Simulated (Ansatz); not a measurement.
# HfB5: the cost of one run

Method: DFT PBE, scalar-relativistic, plane waves, PAW, in Ansatz 0.2.0.

2 further runs of the same task are left out: 1 that didn't finish, 1 set aside as unsound or not needed.

## (1) Starting point

It takes space group F-43m (No. 216, cubic). The conventional cell has a = 6.430 Å, b = 6.430 Å, c = 6.430 Å, α = 90.00°, β = 90.00°, γ = 90.00°. Hf (site symmetry -43m) has 4 B at 1.75 Å as nearest neighbours. B (site symmetry -43m) has 12 B at 2.63 Å as nearest neighbours. Around B (site symmetry 3m) lie 3 B at 1.69 Å and 1 Hf at 1.75 Å.

As a file:

```xyz
6
Lattice="0.0000 3.2148 3.2148 3.2148 0.0000 3.2148 3.2148 3.2148 0.0000" Properties=species:S:1:pos:R:3 pbc="T T T"
Hf    4.8222    4.8222    4.8222
B     1.6074    1.6074    1.6074
B     3.8110    3.8110    3.8110
B     2.6187    2.6187    3.8110
B     2.6187    3.8110    2.6187
B     3.8110    2.6187    2.6187
```

The cell is invented: random cell by space group and Wyckoff sites (F-43m, No. 216). The dimensions are guesses.

## (2) The guess as it stands, on a coarse mesh

The input, input.yaml:

```yaml
crystal:
  lattice:
    - [0.0, 3.21481398, 3.21481398]
    - [3.21481398, 0.0, 3.21481398]
    - [3.21481398, 3.21481398, 0.0]
  atoms:
    - { symbol: Hf, position: [0.75, 0.75, 0.75] }
    - { symbol: B, position: [0.25, 0.25, 0.25] }
    - { symbol: B, position: [0.59271784, 0.59271784, 0.59271784] }
    - { symbol: B, position: [0.59271784, 0.59271784, 0.22184648] }
    - { symbol: B, position: [0.59271784, 0.22184648, 0.59271784] }
    - { symbol: B, position: [0.22184648, 0.59271784, 0.59271784] }
basis:
  ecutwfc: 420
kpoints:
  mp_grid: { grid: [6, 6, 6] }
hamiltonian:
  xc: pbe
scf:
  occupations: { method: gaussian, width: 0.1 }
  lower_state_search: "off"
output:
  forces: true
  stress: true
  eigenvalues: true
```

Launch:

```
ansatz run input.yaml --threads 1 --pin off --max-ram 2560MiB --backend cpu --events-out ev --progress --plain --runs-dir out
```

Q: Estimate wall time and peak memory on 1 thread of Intel Xeon Platinum 8488C (Sapphire Rapids), shared host.

About 2.6 s, with a peak of 0.38 GiB.
